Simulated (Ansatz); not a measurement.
# CH6AlGa: the cost of one run

Program: Ansatz 0.2.0. Level of theory: RKS PBE-D4/def2-SVP. These are calculated values, not measurements.

**1. The structure to begin with**

Bond lengths: C1–Ga2 1.569 Å, Ga2–Al3 1.866 Å, C1–H4 1.170 Å, C1–H5 1.140 Å, C1–H6 1.134 Å, Ga2–H7 1.497 Å, Al3–H8 1.536 Å, Al3–H9 1.646 Å. Angles: C1–Ga2–Al3 120.4°, C1–Ga2–H7 115.9°, Al3–Ga2–H7 69.4°, Ga2–C1–H4 119.7°, Ga2–C1–H5 82.0°, Ga2–C1–H6 126.9°, H4–C1–H5 107.1°, H4–C1–H6 107.5°, H5–C1–H6 107.2°, Ga2–Al3–H8 71.7°, Ga2–Al3–H9 108.2°, H8–Al3–H9 121.9°.

Coordinates:

```xyz
9

C    -0.8687    0.6971   -0.3417
Ga    0.1858   -0.4310   -0.6211
Al    1.2990   -1.0441    0.7458
H    -0.5383    1.8193   -0.3703
H    -1.2084    0.4206   -1.3938
H    -1.7774    0.6270    0.3336
H     1.5934    0.0292   -0.8427
H     0.2624   -2.1361    0.4416
H     1.1407   -0.0282    2.0315
```

**2. Relaxing end A**

Contents of input.yaml:

```yaml
crystal:
  periodic: [false, false, false]
  atoms:
    - { symbol: C, position_ang: [-0.8687, 0.6971, -0.3417] }
    - { symbol: Ga, position_ang: [0.1858, -0.431, -0.6211] }
    - { symbol: Al, position_ang: [1.299, -1.0441, 0.7458] }
    - { symbol: H, position_ang: [-0.5383, 1.8193, -0.3703] }
    - { symbol: H, position_ang: [-1.2084, 0.4206, -1.3938] }
    - { symbol: H, position_ang: [-1.7774, 0.627, 0.3336] }
    - { symbol: H, position_ang: [1.5934, 0.0292, -0.8427] }
    - { symbol: H, position_ang: [0.2624, -2.1361, 0.4416] }
    - { symbol: H, position_ang: [1.1407, -0.0282, 2.0315] }
basis:
  gaussian: { orbitals: def2-SVP }
hamiltonian:
  xc: pbe
  dispersion: d4
relax:
  f_tol: 0.015
  max_steps: 40
```

Launch:

```sh
$ ansatz run input.yaml --threads 1 --pin off --max-ram 2048MiB --backend cpu --events-out ev --progress --plain --runs-dir out
```

What time and memory should one allow on 1 thread of Arm Neoverse V1, shared host?

About 2.3 min, with a peak of 0.18 GiB.
